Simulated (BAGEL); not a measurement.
**HF/def2-TZVPP (density fitting with qzvpp-jkfit) run of GeF2 (SMILES [F][Ge][F])**

What is the vertical singlet–triplet gap of GeF2 at HF/def2-TZVPP (density fitting with qzvpp-jkfit)? 

The results are computed with BAGEL 1.2.2.

13 further runs of the same task are left out: 4 that didn't finish, 9 set aside as unsound or not needed.

### 1 The molecule

GeF2 has 3 atoms, charge 0, and is taken as a singlet. SMILES: `[F][Ge][F]`. The shape is that of a PBE0-D4/def2-TZVP optimisation.

Bond lengths: F1–Ge2 1.745 Å, Ge2–F3 1.745 Å. Angles: F1–Ge2–F3 97.2°.

### 2 A single-point energy at HF/def2-TZVPP (density fitting with qzvpp-jkfit)

job.json reads:

```json
{ "bagel" : [

{
  "title" : "molecule",
  "basis" : "tzvpp",
  "df_basis" : "qzvpp-jkfit",
  "angstrom" : true,
  "geometry" : [
    { "atom" : "F", "xyz" : [   -0.675900,   -1.101800,   -0.497500 ] },
    { "atom" : "Ge", "xyz" : [    0.637500,   -0.295200,    0.320200 ] },
    { "atom" : "F", "xyz" : [    0.027600,    1.332100,    0.164100 ] }
  ]
},
{ "title" : "hf" },
{ "title" : "print", "file" : "orbitals.molden", "orbitals" : true }

]}
```

On the command line:

```sh
BAGEL_NUM_THREADS=1 BAGEL job.json > job.out
```

What it wrote:

```text
* using 1 threads per process

  ===============================================================
  ===============================================================

  *** Geometry ***

  { "atom" : "F", "xyz" : [     -1.277266,     -2.082100,     -0.940139 ] },
  { "atom" : "Ge", "xyz" : [      1.204700,     -0.557847,      0.605090 ] },
  { "atom" : "F", "xyz" : [      0.052156,      2.517304,      0.310104 ] },

  Number of auxiliary basis functions:      420

  Since a DF basis is specified, we compute 2- and 3-index integrals:
    o Being stored without compression. Storage requirement is 0.041 GB

  Number of basis functions:      110
  Number of electrons      :       50

    * METHOD: MOLECULE                             0.14

  *** RHF ***

  === Nuclear Repulsion ===
   191.0627176034

      * DIIS with orbital gradients will be used.

  === RHF iteration (tzvpp) ===
      0      -2274.08794121          0.02609324           0.05
      1      -2274.22276411          0.02162166           0.05
      2      -2274.41355244          0.00103393           0.04
      3      -2274.41509379          0.00043591           0.04
      4      -2274.41526781          0.00014820           0.05
      5      -2274.41529997          0.00003648           0.05
      6      -2274.41530214          0.00000713           0.04
      7      -2274.41530221          0.00000109           0.05
      8      -2274.41530221          0.00000026           0.05
      9      -2274.41530221          0.00000009           0.04
     10      -2274.41530221          0.00000004           0.05
     11      -2274.41530221          0.00000001           0.05
     12      -2274.41530221          0.00000000           0.05
    * SCF iteration converged.

    * Permanent dipole moment:
           (   -0.886541,     0.378402,    -0.448860) a.u.

    * METHOD: HF                                   0.73

    * METHOD: PRINT                                0.02

  ===============================================================
```

Wall time 1.1 s (1 thread of AMD EPYC 9R45 (Zen 5), shared host); peak memory 0.13 GiB.

### 3 The triplet, same level

hf.json reads:

```json
{ "bagel" : [

{
  "title" : "molecule",
  "basis" : "tzvpp",
  "df_basis" : "qzvpp-jkfit",
  "angstrom" : "true",
  "geometry" : [
    { "atom" : "F", "xyz" : [   -0.675900,   -1.101800,   -0.497500 ] },
    { "atom" : "Ge", "xyz" : [    0.637500,   -0.295200,    0.320200 ] },
    { "atom" : "F", "xyz" : [    0.027600,    1.332100,    0.164100 ] }
  ]
},
{ "title" : "uhf", "nopen" : 2 },
{ "title" : "print", "file" : "orbitals.molden", "orbitals" : "true" }

]}
```

On the command line:

```sh
BAGEL_NUM_THREADS=1 BAGEL hf.json > hf.out
```

What it wrote:

```text
* using 1 threads per process

  ===============================================================
  ===============================================================

  *** Geometry ***

  { "atom" : "F", "xyz" : [     -1.277266,     -2.082100,     -0.940139 ] },
  { "atom" : "Ge", "xyz" : [      1.204700,     -0.557847,      0.605090 ] },
  { "atom" : "F", "xyz" : [      0.052156,      2.517304,      0.310104 ] },

  Number of auxiliary basis functions:      420

  Since a DF basis is specified, we compute 2- and 3-index integrals:
    o Being stored without compression. Storage requirement is 0.041 GB

  Number of basis functions:      110
  Number of electrons      :       50

    * METHOD: MOLECULE                             0.13

  *** Open-shell HF ***

  === Nuclear Repulsion ===
   191.0627176034

      * DIIS with orbital gradients will be used.

  === UHF iteration (tzvpp) ===
      0      -2273.99209388          0.04907989           0.09
      1      -2274.13429205          0.04019964           0.08
      2      -2274.22215785          0.02894661           0.08
      3      -2274.31048986          0.00114858           0.08
      4      -2274.31119940          0.00054252           0.08
      5      -2274.31133471          0.00017601           0.08
      6      -2274.31135980          0.00005801           0.08
      7      -2274.31136400          0.00002317           0.08
      8      -2274.31136541          0.00000768           0.08
      9      -2274.31136569          0.00000504           0.08
     10      -2274.31136579          0.00000257           0.08
     11      -2274.31136585          0.00000088           0.08
     12      -2274.31136585          0.00000027           0.08
     13      -2274.31136585          0.00000008           0.08
     14      -2274.31136585          0.00000003           0.08
     15      -2274.31136585          0.00000001           0.09
     16      -2274.31136585          0.00000001           0.08
    * SCF iteration converged.

    * S^2 (UHF) is 2.0061

    * Permanent dipole moment:
           (   -1.112724,     0.474888,    -0.563383) a.u.

    * METHOD: UHF                                  1.55

    * METHOD: PRINT                                0.02

  ===============================================================
```

Wall time 1.9 s (1 thread of AMD EPYC 9R45 (Zen 5), shared host); peak memory 0.13 GiB.

### 4 Summary of results

At HF/def2-TZVPP (density fitting with qzvpp-jkfit):

```
                                        quantity           value
                           singlet: total energy  -2274.41530 Eh
                          singlet: dipole moment          2.70 D
                            singlet: HOMO energy       -11.75 eV
                            singlet: LUMO energy         0.45 eV
                          singlet: HOMO–LUMO gap        12.20 eV
                           triplet: total energy  -2274.31137 Eh
                          triplet: dipole moment          3.39 D
                                   triplet: ⟨S²⟩           2.006
vertical energy of the triplet above the singlet        2.828 eV
```

**Reading.** At this shape the triplet lies 2.83 eV (273 kJ/mol) above the singlet.
